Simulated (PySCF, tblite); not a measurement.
# Ge₂₂N₄H₂₈: electronic excitations

Aim: compute the electronic excitations of Ge₂₂N₄H₂₈.

Programs: tblite 0.8.0 and PySCF 2.14.0, with routines of our own; each step states its level. All values are computed. Atoms count from 0.

### 1 The starting structure

54 atoms, charge 0, multiplicity 1; geometry from: force field, distance geometry or constructed start.

### 2 Relaxing the molecule with GFN2-xTB

The job: settings as JSON, then the geometry in Å.

```
{"job": {"kind": "relax", "xc": "GFN2-xTB", "basis": "xTB"}, "charge": 0, "multiplicity": 1}
Ge    -2.774000    -2.577100    -2.547900
Ge    -2.784200     0.008900     0.030400
Ge    -2.702400     2.490400     2.522700
Ge    -0.000600    -2.812200    -0.006200
Ge    -1.442800    -4.186400    -1.355900
Ge     2.775700    -2.575600     2.543500
Ge     1.442000    -4.183400     1.356100
Ge     1.414900     4.161800    -1.368600
Ge     0.002800     2.766900    -0.000400
Ge     2.778500     0.005400    -0.035600
Ge    -0.008900    -0.013700    -2.794700
Ge     2.705200     2.490500    -2.521500
Ge     1.401100     1.350800    -4.183900
Ge     1.374200    -1.406500    -1.396300
Ge    -1.443900    -1.381600    -4.154600
Ge    -1.391000     1.372100    -1.377200
Ge    -1.411000     4.161100     1.370900
Ge     0.005900    -0.015800     2.791600
Ge     1.388600     1.373200     1.385900
Ge     1.444600    -1.385900     4.157400
Ge    -1.374100    -1.402200     1.395200
Ge    -1.405300     1.351500     4.188800
N     -3.393800    -1.285800    -1.254500
H     -4.403800    -1.423200    -1.431800
N     -3.497000     1.265000     1.298800
H     -4.150600     1.935500     0.890900
N      3.397700    -1.288000     1.260300
H      4.398700    -1.418300     1.431400
N      3.497700     1.262800    -1.299600
H      4.145500     1.936600    -0.885100
H     -3.810000    -3.351800    -3.325100
H     -3.719000     3.287800     3.316500
H     -2.318300    -5.041100    -0.471200
H     -0.600900    -5.126000    -2.195500
H      3.814600    -3.350500     3.320600
H      2.317700    -5.038900     0.466500
H      0.602200    -5.124600     2.195100
H      2.296500     5.009300    -0.482300
H      0.544600     5.120000    -2.151600
H      3.712100     3.289800    -3.314900
H      0.536500     2.133000    -5.146700
H      2.288400     0.451600    -5.036500
H      2.247800    -2.279200    -2.273600
H     -2.315000    -0.506600    -5.021700
H     -0.599600    -2.226800    -5.084100
H     -2.269500     2.245400    -2.257500
H     -2.293300     5.006900     0.479100
H     -0.543800     5.126500     2.153800
H      2.269100     2.244100     2.254300
H      0.597900    -2.227800     5.088400
H      2.316600    -0.513400     5.022900
H     -2.236400    -2.279000     2.269800
H     -2.282900     0.456700     5.040400
H     -0.540000     2.133700     5.147600
```

Run with:

```sh
> OMP_NUM_THREADS=4 python large_run.py task.json out
```

This one command runs all jobs of the session in turn.

Standard output:

```text
step      E/eV     max force
  0   -1868.76611    1.812
  1   -1869.00526    0.781
  2   -1869.26004    1.036
  3   -1869.36006    0.511
  4   -1869.46854    0.660
  5   -1869.61532    0.888
  6   -1869.74748    0.808
  7   -1869.88472    0.587
  8   -1870.07028    0.983
  9   -1870.34934    1.101
 10   -1870.58381    0.869
 11   -1870.72850    0.511
 12   -1870.84498    0.368
 13   -1870.92081    0.427
 14   -1871.00802    0.521
 15   -1871.11724    0.477
 16   -1871.23623    0.498
 17   -1871.37311    0.581
 18   -1871.51157    0.670
 19   -1871.61525    0.536
 20   -1871.68194    0.380
 21   -1871.72448    0.267
 22   -1871.76152    0.370
 23   -1871.81689    0.453
 24   -1871.87221    0.383
 25   -1871.91251    0.288
 26   -1871.94450    0.246
 27   -1871.97686    0.313
 28   -1872.00415    0.290
 29   -1872.02507    0.249
 30   -1872.04088    0.170
 31   -1872.05396    0.188
 32   -1872.06277    0.138
 33   -1872.06760    0.140
 34   -1872.07142    0.124
 35   -1872.07544    0.109
 36   -1872.07895    0.098
 37   -1872.08155    0.065
 38   -1872.08362    0.069
 39   -1872.08593    0.084
 40   -1872.08874    0.094
 41   -1872.09157    0.103
 42   -1872.09420    0.108
 43   -1872.09697    0.102
 44   -1872.10024    0.107
 45   -1872.10429    0.127
 46   -1872.10918    0.130
 47   -1872.11458    0.140
 48   -1872.11949    0.103
 49   -1872.12311    0.095
 50   -1872.12549    0.106
 51   -1872.12687    0.217
 52   -1872.12975    0.103
 53   -1872.13295    0.100
 54   -1872.13640    0.105
 55   -1872.13892    0.079
 56   -1872.14108    0.069
 57   -1872.14325    0.058
 58   -1872.14587    0.064
 59   -1872.14854    0.096
 60   -1872.15098    0.106
 61   -1872.15303    0.099
 62   -1872.15464    0.091
 63   -1872.15636    0.070
 64   -1872.15803    0.082
 65   -1872.15938    0.052
 66   -1872.16049    0.048
 67   -1872.16148    0.038
 68   -1872.16222    0.037
 69   -1872.16294    0.043
 70   -1872.16372    0.042
 71   -1872.16450    0.037
 72   -1872.16517    0.042
 73   -1872.16575    0.037
 74   -1872.16633    0.036
 75   -1872.16694    0.034
 76   -1872.16747    0.029
 77   -1872.16792    0.035
 78   -1872.16836    0.034
 79   -1872.16889    0.037
 80   -1872.16946    0.038
 81   -1872.16995    0.034
 82   -1872.17033    0.041
 83   -1872.17071    0.042
 84   -1872.17117    0.037
 85   -1872.17169    0.031
 86   -1872.17217    0.032
 87   -1872.17257    0.031
 88   -1872.17296    0.031
 89   -1872.17344    0.035
 90   -1872.17412    0.042
 91   -1872.17498    0.048
 92   -1872.17588    0.048
 93   -1872.17658    0.039
 94   -1872.17709    0.038
 95   -1872.17763    0.040
 96   -1872.17849    0.053
 97   -1872.17976    0.076
 98   -1872.18120    0.076
 99   -1872.18227    0.047
100   -1872.18284    0.036
101   -1872.18317    0.037
102   -1872.18343    0.030
103   -1872.18367    0.021
104   -1872.18391    0.022
105   -1872.18417    0.029
106   -1872.18445    0.043
107   -1872.18475    0.045
108   -1872.18504    0.038
109   -1872.18526    0.028
110   -1872.18541    0.018
```

It took 18 s on 4 threads of Arm Neoverse V1, shared host; peak memory 0.16 GiB.

Relaxation path:

```tsv
step	energy from step 0 (eV)	largest force (eV/Å)
0	0.0000	1.8118
1	-0.2391	0.7812
2	-0.4939	1.0358
3	-0.5939	0.5115
4	-0.7024	0.6600
5	-0.8492	0.8883
6	-0.9814	0.8080
7	-1.1186	0.5871
8	-1.3042	0.9832
16	-2.4701	0.4984
25	-3.1464	0.2883
34	-3.3053	0.1242
43	-3.3309	0.1021
52	-3.3636	0.1026
61	-3.3869	0.0987
70	-3.3976	0.0424
79	-3.4028	0.0370
88	-3.4069	0.0312
97	-3.4136	0.0755
106	-3.4183	0.0428
107	-3.4186	0.0459
108	-3.4189	0.0379
109	-3.4191	0.0273
110	-3.4193	0.0177
```

Distances of close pairs at the start and the end, largest changes first:

```tsv
bond	before (Å)	after (Å)	change (Å)
Ge0–N22	1.930	1.841	-0.089
Ge1–Ge15	2.404	2.486	+0.081
Ge5–N26	1.921	1.841	-0.081
Ge9–N26	1.933	1.859	-0.073
Ge9–Ge13	2.412	2.484	+0.072
Ge8–Ge18	2.405	2.477	+0.072
Ge9–Ge18	2.413	2.485	+0.072
Ge8–Ge15	2.405	2.477	+0.072
```

The end geometry stands in the next job.

### 3 Electronic excitations: TDDFT PBE/def2-SVP

The job: settings as JSON, then the geometry in Å.

```
{"job": {"kind": "uv", "basis": "def2-SVP", "grid": 1, "kgrid": 0, "vcut": null, "nstates": 6, "ntriplets": 2, "tda": false, "delta": ["ip_vertical"], "pop": true, "xc": "PBE"}, "charge": 0, "multiplicity": 1}
Ge    -3.179355    -2.259172    -2.298315
Ge    -2.510090    -0.003925     0.001373
Ge    -3.198154     2.264343     2.288034
Ge     0.000573    -3.086637    -0.000400
Ge    -1.902580    -4.058526    -1.231296
Ge     3.180668    -2.257885     2.299478
Ge     1.903947    -4.058849     1.233253
Ge     1.906925     4.065246    -1.235647
Ge    -0.000087     3.094258    -0.000271
Ge     2.510061    -0.002715    -0.001034
Ge     0.001350     0.015530    -3.069851
Ge     3.199055     2.265253    -2.286904
Ge     1.905394     1.228617    -4.055645
Ge     1.166161    -1.477727    -1.480442
Ge    -1.877499    -1.224917    -4.062805
Ge    -1.177912     1.488944    -1.473431
Ge    -1.906069     4.063675     1.235342
Ge    -0.002806     0.015480     3.067871
Ge     1.178820     1.490036     1.473873
Ge     1.876989    -1.224337     4.062808
Ge    -1.166672    -1.480288     1.479777
Ge    -1.904530     1.227450     4.057121
N     -3.668852    -0.945893    -1.105186
H     -4.522906    -1.178824    -0.618350
N     -3.673309     0.942287     1.100684
H     -4.532155     1.157927     0.614598
N      3.669988    -0.946860     1.103811
H      4.518283    -1.186972     0.610466
N      3.673789     0.941874    -1.100577
H      4.531797     1.158379    -0.613385
H     -4.556756    -2.754602    -2.778061
H     -4.581643     2.758451     2.753702
H     -2.759279    -4.956836    -0.334713
H     -1.446781    -5.068640    -2.286296
H      4.558147    -2.754278     2.777329
H      2.760546    -4.956472     0.335031
H      1.448571    -5.073348     2.284993
H      2.754947     4.984228    -0.350593
H      1.451818     5.055636    -2.311476
H      4.581900     2.758917    -2.751620
H      1.439996     2.329704    -5.009842
H      2.749488     0.367033    -4.990845
H      2.221326    -2.277686    -2.282276
H     -2.723030    -0.391931    -5.020785
H     -1.391158    -2.333263    -4.997677
H     -2.231174     2.289396    -2.276198
H     -2.755881     4.981426     0.351810
H     -1.452544     5.054044     2.311006
H      2.230899     2.290427     2.279097
H      1.389482    -2.335735     4.994281
H      2.722065    -0.392838     5.023343
H     -2.219776    -2.279326     2.284672
H     -2.747294     0.367069     4.993495
H     -1.439752     2.328325     5.011080
```

With the program's defaults for keys left out, this is: TDDFT PBE/def2-SVP, vertical, gas phase, core orbitals frozen in the response.

Standard output:

```text
start: PBE on a coarse grid of 234120 points
cycle   1  E = -45916.7608830932  dE = -1.002e+01  |g| = 2.389e+00  |ddm| = 9.068e+00
cycle   2  E = -45911.6568557092  dE =  5.104e+00  |g| = 4.799e+00  |ddm| = 8.521e+00
cycle   3  E = -45916.2337051552  dE = -4.577e+00  |g| = 2.008e+00  |ddm| = 8.954e+00
cycle   4  E = -45917.3792851553  dE = -1.146e+00  |g| = 2.983e-01  |ddm| = 2.706e+00
cycle   5  E = -45917.3813767672  dE = -2.092e-03  |g| = 3.044e-01  |ddm| = 8.069e-01
cycle   6  E = -45917.4047608857  dE = -2.338e-02  |g| = 8.868e-02  |ddm| = 5.681e-01
cycle   7  E = -45917.4071739914  dE = -2.413e-03  |g| = 3.975e-02  |ddm| = 2.081e-01
cycle   8  E = -45917.4076326721  dE = -4.587e-04  |g| = 8.856e-03  |ddm| = 6.969e-02
final grid: 234120 points
cycle   9  E = -45917.4075556189  dE =  7.705e-05  |g| = 1.725e-02  |ddm| = 4.263e-02
cycle  10  E = -45917.4071611725  dE =  3.944e-04  |g| = 3.941e-02  |ddm| = 9.345e-02
cycle  11  E = -45917.4076294624  dE = -4.683e-04  |g| = 6.520e-03  |ddm| = 6.858e-02
cycle  12  E = -45917.4076469124  dE = -1.745e-05  |g| = 1.008e-03  |ddm| = 9.737e-03
cycle  13  E = -45917.4076429236  dE =  3.989e-06  |g| = 2.673e-04  |ddm| = 1.717e-03
cycle  14  E = -45917.4076506125  dE = -7.689e-06  |g| = 7.734e-05  |ddm| = 5.317e-04
converged SCF energy = -45917.4076506125
Vertical ionisation energy (delta-SCF) = 6.3324 eV   <S^2> = 0.751

Static polarisability (au): isotropic 754.448, principal 725.723 767.966 769.654

Singlet excitations
state   eV       nm        f      main configurations
  1   2.6266    472.0   0.00873   H->L 0.98
  2   2.6437    469.0   0.00002   H->L+1 0.87, H-1->L 0.12
  3   2.6841    461.9   0.02248   H->L+2 0.97
  4   2.7051    458.3   0.00505   H-1->L+1 0.97
  5   2.7199    455.8   0.00239   H-1->L 0.82, H->L+1 0.10
  6   2.7394    452.6   0.01052   H-1->L+2 0.94

Triplet excitations (Tamm-Dancoff, eV): 2.5472 2.5526
```

Wall time 2.4 min (4 threads of Arm Neoverse V1, shared host); peak memory 3.3 GiB.

The orbitals next to the gap, with their largest atomic shares:

```tsv
orbital	eV	atoms
HOMO−4	-6.04	Ge17 12 %, Ge10 12 %, Ge18 8 %
HOMO−3	-5.60	N26 15 %, N22 15 %, N28 15 %
HOMO−2	-5.34	N22 12 %, N26 11 %, N24 11 %
HOMO−1	-5.01	N28 8 %, N26 8 %, N24 7 %
HOMO	-4.94	N24 8 %, N22 8 %, N28 7 %
LUMO	-2.35	Ge8 12 %, Ge7 10 %, Ge16 10 %
LUMO+1	-2.34	Ge10 10 %, Ge17 9 %, Ge14 8 %
LUMO+2	-2.30	Ge3 8 %, Ge5 8 %, Ge0 7 %
LUMO+3	-1.88	Ge13 8 %, Ge20 8 %, Ge15 7 %
```

With each of the 6 states as a Gaussian band of 0.4 eV half-width at 1/e, the curve within the window shown has maxima at 461 nm (ε 2,000) L/(mol cm). Beyond the last state computed it falls off for lack of states. The curve at chosen wavelengths:

nm, ε (L/mol/cm) and a bar:
```
      408        931 #############
      416       1173 #################
      424       1407 #####################
      432       1616 ########################
      440       1784 ###########################
      449       1913 #############################
      457       1969 ##############################
      465       1969 ##############################
      473       1920 #############################
      481       1830 ############################
      489       1708 ##########################
      497       1565 #######################
      505       1410 #####################
      514       1232 ##################
      522       1077 ###############
      530        930 #############
      538        795 ###########
      546        673 #########
      554        565 #######
      562        470 #####
      570        389 ####
      579        312 ###
      587        255 ##
      595        207 #
      603        168 #
      611        136
```

Leading natural transition orbitals of singlet state 3: the hole lies on N22, N24, N28 about 8 % each; N26 6 %; 4 Ge atoms about 6 % each; the particle on 5 Ge atoms about 6 % each.

Leading natural transition orbitals of singlet state 1: the hole lies on 4 N atoms about 7 % each; 4 Ge atoms about 5 % each; the particle on Ge8 10 %; Ge7, Ge16 about 8 % each.

Ground-state properties from the same run:

```tsv
property	computed
dipole moment (D)	0.02
polarisability (Å³)	111.80
HOMO–LUMO gap (eV)	2.59
−ε(HOMO) (eV)	4.94
```

The fields below are evaluated on a grid from the run's orbitals.

Frontier orbitals at PBE/def2-SVP, with the share of their density that lies nearest to each atom:

```tsv
orbital	energy (eV)	lies on
HOMO	-4.94	4 N atoms about 7 % each
LUMO	-2.35	Ge8 10 %; Ge7, Ge16 about 8 % each
```

ELF in a plane through or near 7 of the atoms.

Ten even steps from '0' (0.00) to '9' (1.00):
```
0000000000000000000000000000
0000000000000000000000000000
0000000000000000000000000000
0000000000120000000000000000
0000000001997001200000000000
0000210001687410000002530000
0006983222677521000004761000
0005962363233246432000000000
0001325543000362623100000000
0004753341000242425420000000
0001322222455445553221111000
0000000024223642000235999200
0000000037422310123533898200
0000000199982000322363331000
0000000079960001236141000000
0000000000000001137992000000
0000000000000000049996000000
0000000000000000016750000000
0000000000000000000000000000
0000000000000000000000000000
```
The map spans 15.5 Å across and 15.7 Å up, centred on the molecule. Atoms in the plane (x, y in Å): Ge2 (2.4, -3.6), Ge6 (-4.1, 1.3), Ge18 (1.4, 0.8), H27 (-1.4, 4.1), H31 (3.0, -5.0), H47 (5.1, -1.7), H51 (-2.1, -2.9).

On the surface of density 0.002 e/bohr³ the electrostatic potential runs, from the 1st to the 99th percentile, from -0.72 V near N26 to 1.44 V near H29.

### 4 Summary of results

```
                                quantity                        value
           lowest singlet (PBE/def2-SVP)  2.63 eV (472 nm), f = 0.009
brightest single state of those computed  state 3, 2.68 eV, f = 0.022
                          lowest triplet                      2.55 eV
   surface potential, 1st and 99th percentile           -0.72 V and 1.44 V
```

**Reading.** The first singlet state (HOMO→LUMO 0.98) lies at 2.63 eV and is weak; of the 6 states computed, the strongest absorption comes from states 3 to 6 together at 2.68 eV (the last computed, so partners may be missing). State 3 absorbs in the visible (462 nm). The lowest triplet lies 0.08 eV below the lowest singlet (triplets in Tamm-Dancoff, singlets in full TDDFT).
